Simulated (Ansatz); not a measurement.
LiPt2, space group Fd-3m, a frozen displacement of one atom

Run with Ansatz's Python interface.

Script `push_lipt2.py`:
```python
import ansatz as az
import numpy as np
from pymatgen.core import Lattice, Structure
from pymatgen.io.ase import AseAtomsAdaptor

pmg_structure = Structure(
    Lattice([(0.0, 3.8, 3.8), (3.8, 0.0, 3.8), (3.8, 3.8, 0.0)]),
    ["Li", "Li", "Pt", "Pt", "Pt", "Pt"],
    [
        (0.0, 0.0, 0.0),
        (0.25, 0.25, 0.25),
        (0.625, 0.625, 0.625),
        (0.125, 0.625, 0.625),
        (0.625, 0.625, 0.125),
        (0.625, 0.125, 0.625),
    ],
)
crystal = az.Crystal.from_ase(AseAtomsAdaptor.get_atoms(pmg_structure))

inverse = np.linalg.inv(np.array(crystal.lattice.vectors))
home = np.array(crystal.sites[2].position)
values = np.linspace(-0.1, 0.1, 5)
energies, pulls = [], []
for shift in values:
    moved = crystal.move(2, to=home + shift * inverse[2])
    model = moved.calculation()
    model = model.basis(17 * az.Ha)
    model = model.functional("PBEsol", dispersion="D3(BJ)")
    model = model.kpoints(5)
    model = model.occupations("cold").forces()
    data = model.run(threads=1, backend="cpu").report
    energies.append(data["free_energy_ev"])
    pulls.append(data["forces_ev_ang"][2][2])

print("shift (A)   dE (eV)   force along z (eV/A)")
for shift, e, f in zip(values, energies, pulls):
    print(f"{shift:8.3f} {e - energies[2]:10.5f} {f:12.4f}")
print(f"stiffness from energies {2 * np.polyfit(values, energies, 2)[0]:.3f}, from forces {-np.polyfit(values, pulls, 1)[0]:.3f} eV/A^2")
```

Output of `python push_lipt2.py`:
```text
shift (A)   dE (eV)   force along z (eV/A)
  -0.100    0.03422       0.6988
  -0.050    0.00842       0.3386
   0.000    0.00000       0.0000
   0.050    0.00842      -0.3386
   0.100    0.03422      -0.6988
stiffness from energies 6.859, from forces 6.945 eV/A^2
```

The curvature of the energy gives 6.859 eV/Å² and the slope of the force 6.945 eV/Å², a positive curvature.

Reading the output:
- Spin is left out of this run.
- Dispersion corrections can be off by several per cent in the lattices of metals, and by several GPa in the pressure at a fixed cell.
- For a metal this k-point mesh is coarse: on a finer one energies can move by several to tens of meV an atom and pressures by half a GPa or more, differences at one mesh by less.
- In a metal a curvature from energy changes of a few meV or less hangs on mesh and smearing, in size and even in sign.
- Spin-orbit coupling, which matters for elements this heavy, is left out.
- The starting cell is as deposited in a crystallographic database; the results hold for this polymorph, which needn't be the stable one.
- All periodic images of the atom move with it, so the curvature is one diagonal element of the zone-centre force constants and no normal mode; a positive value doesn't exclude soft modes in which several atoms move.
- Finished in 64 s on 1 thread of Arm Neoverse V2, with other jobs on the host, peak memory 0.57 GiB.
